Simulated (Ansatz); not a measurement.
# CoW3: the cost of one run

Program: Ansatz 0.2.0. Level of theory: DFT PBEsol, scalar-relativistic, plane waves, PAW. These are calculated values, not measurements.

### Step 1. The system as given

Symmetry: Pm-3m, No. 221, cubic system. The conventional cell has a = 3.858 Å, b = 3.858 Å, c = 3.858 Å, α = 90.00°, β = 90.00°, γ = 90.00°. Co (site symmetry m-3m) is surrounded by 12 W at 2.73 Å. W (site symmetry 4/mmm) has 4 Co at 2.73 Å and 8 W at 2.73 Å as nearest neighbours.

As a file:

```
Co W
1.0
     3.85824    0.00000    0.00000
     0.00000    3.85824    0.00000
     0.00000    0.00000    3.85824
Co W
1 3
Direct
  0.00000 0.00000 0.00000
  0.00000 0.50000 0.50000
  0.50000 0.00000 0.50000
  0.50000 0.50000 0.00000
```

It goes back to an entry of the Materials Project, which need not be the stable form.

It is the result of an earlier relaxation at this level (volume 14.36 Å³/atom; gap on the mesh: none (metal)).

### Step 2. The reference cell

Reference values: F = -35861.7145 eV; pressure 0.03 GPa; largest force 0.000 eV/Å; gap on the mesh none (metal). It was computed beforehand with the settings of the runs below.

### Step 3. Next: a strain scan

The cell is strained by ε times the Voigt pattern (0, 0, 0, 1, 0, 0) (xx, yy, zz, yz, xz, xy; engineering shear), with fractional coordinates fixed (clamped ions). The stress on the pattern is the sum of the stress components weighted by it, tension positive.

### Step 4. ε = -0.0400

input.yaml

```yaml
crystal:
  lattice:
    - [3.8582449849, 0.0, 0.0]
    - [0.0, 3.8582449849, -0.0771648997]
    - [0.0, -0.0771648997, 3.8582449849]
  atoms:
    - { symbol: Co, position: [0.0, 0.0, 0.0] }
    - { symbol: W, position: [0.0, 0.5, 0.5] }
    - { symbol: W, position: [0.5, 0.0, 0.5] }
    - { symbol: W, position: [0.5, 0.5, 0.0] }
basis:
  ecutwfc: 420
kpoints:
  mp_grid: { grid: [12, 12, 12] }
hamiltonian:
  xc: pbesol
scf:
  occupations: { method: gaussian, width: 0.15 }
output:
  forces: true
  stress: true
  eigenvalues: true
```

On the command line:

```
$ ansatz run input.yaml --threads 1 --pin off --max-ram 2560MiB --backend cpu --events-out ev --progress --plain --runs-dir out
```

What time and memory should one allow on 1 thread of Intel Xeon 6975P-C (Granite Rapids), shared host?

About 17 s, with a peak of 0.71 GiB.
